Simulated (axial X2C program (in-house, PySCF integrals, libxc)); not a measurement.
# BrSiBr: bond lengths and stretches, held linear

How do method and spin–orbit coupling move the bonds and stretches of BrSiBr, held linear?

Method: all-electron X2C, two-component (2c) or spin-free, Br dyall-av3z, Si dyall-v3z; program: an in-house X2C program for linear molecules on PySCF integrals.

All values are calculated.

2 further runs of the same task are left out: 2 set aside as unsound or not needed.

### 1 Set-up

Contents of task.json:

```json
{
 "zs": [
  35,
  14,
  35
 ],
 "q": 0,
 "bas": [
  "dyall-av3z",
  "dyall-v3z",
  "dyall-av3z"
 ],
 "r0": [
  2.3,
  2.3
 ],
 "symm": 1,
 "scan": [
  "PBE0",
  "HF",
  "TPSSh"
 ],
 "levels": [
  "PBE0",
  "HF",
  "B3LYP"
 ],
 "nst": 2
}
```

Keys: zs atomic numbers; q charge; bas basis sets; r0 starting distance in Å; symm equal bonds; scan levels of the two-bond scan (MP2 follows by itself at each HF point); levels methods; nst determinants followed.

Started as:

```sh
$ python solin.py task.json out
```

Masses Br 78.918, Si 27.977, Br 78.918 u.

### 2 Scan at PBE0, 2c

State: Ω = 0 (all partner blocks equally filled). Energies above the lowest point, from the job's result record:

```csv
r(Br–Si) (Å),r(Si–Br) (Å),E (meV)
2.3186,2.3186,35.86
2.3186,2.3780,13.40
2.3186,2.4375,18.94
2.3780,2.3186,13.40
2.3780,2.3780,0.00
2.3780,2.4375,14.25
2.3780,2.4969,50.72
2.4375,2.3186,18.94
2.4375,2.3780,14.25
2.4375,2.4375,36.87
2.4969,2.3780,50.72
2.4969,2.4969,133.33
```

A quadratic surface with cubic terms in each bond gives the minimum at 2.376 and 2.376 Å, force constants 1.25, 1.25 and coupling 0.38 mdyn/Å.

### 3 Scan at HF, 2c

State: Ω = 0 (all partner blocks equally filled). Energies above the lowest point, from the job's result record:

```csv
r(Br–Si) (Å),r(Si–Br) (Å),E (meV)
2.3186,2.3186,92.83
2.3186,2.3780,44.59
2.3186,2.4375,23.30
2.3780,2.3186,44.59
2.3780,2.3780,9.02
2.3780,2.4375,0.00
2.3780,2.4969,12.27
2.4375,2.3186,23.30
2.4375,2.3780,0.00
2.4375,2.4375,2.87
2.4969,2.3780,12.27
2.4969,2.4969,61.20
```

A quadratic surface with cubic terms in each bond gives the minimum at 2.413 and 2.413 Å, force constants 1.05, 1.05 and coupling 0.54 mdyn/Å.

### 4 Scan at TPSSh, 2c

State: Ω = 0 (all partner blocks equally filled). Energies above the lowest point, from the job's result record:

```csv
r(Br–Si) (Å),r(Si–Br) (Å),E (meV)
2.3186,2.3186,50.62
2.3186,2.3780,20.85
2.3186,2.4375,18.87
2.3780,2.3186,20.85
2.3780,2.3780,0.00
2.3780,2.4375,6.58
2.3780,2.4969,35.32
2.4375,2.3186,18.87
2.4375,2.3780,6.58
2.4375,2.4375,21.38
2.4969,2.3780,35.32
2.4969,2.4969,101.96
```

A quadratic surface with cubic terms in each bond gives the minimum at 2.389 and 2.389 Å, force constants 1.19, 1.19 and coupling 0.37 mdyn/Å.

### 5 The levels side by side

| level | r(Br–Si) (Å) | r(Si–Br) (Å) | lower stretch (cm⁻¹) | upper stretch (cm⁻¹) |
| --- | --- | --- | --- | --- |
| PBE0, 2c | 2.376 | 2.376 | 187.0 | 353.0 |
| HF, 2c | 2.413 | 2.413 | 184.9 | 272.2 |
| TPSSh, 2c | 2.389 | 2.389 | 183.2 | 342.1 |
| MP2, 2c | 2.362 | 2.362 | 189.5 | 369.5 |
| PBE0, spin-free | 2.375 | 2.375 | 187.3 | 353.5 |
| HF, spin-free | 2.412 | 2.412 | 185.1 | 272.5 |
| TPSSh, spin-free | 2.388 | 2.388 | 183.5 | 342.7 |
| MP2, spin-free | 2.361 | 2.361 | 189.7 | 369.8 |

Scans not shown above were run alike.

What this shows: Over the levels the Br–Si bond spans 2.361 to 2.413 Å and the Si–Br bond 2.361 to 2.413 Å. At PBE0 going from spin-free to two-component moves the bonds by +0.001 and +0.001 Å. Each state is one determinant, the lowest of a limited PBE0 search; the stretches come from a fit to few points and are good to some per cent at best. The upper stretch spreads by more than a fifth over the levels, so it depends strongly on the method. The stretches are sorted by size, and where the two bonds are alike the symmetric and antisymmetric modes can swap order between levels. MP2 freezes inner shells (threshold -2 hartree). The molecule was held linear; bending was not examined, so a bent shape may lie lower.
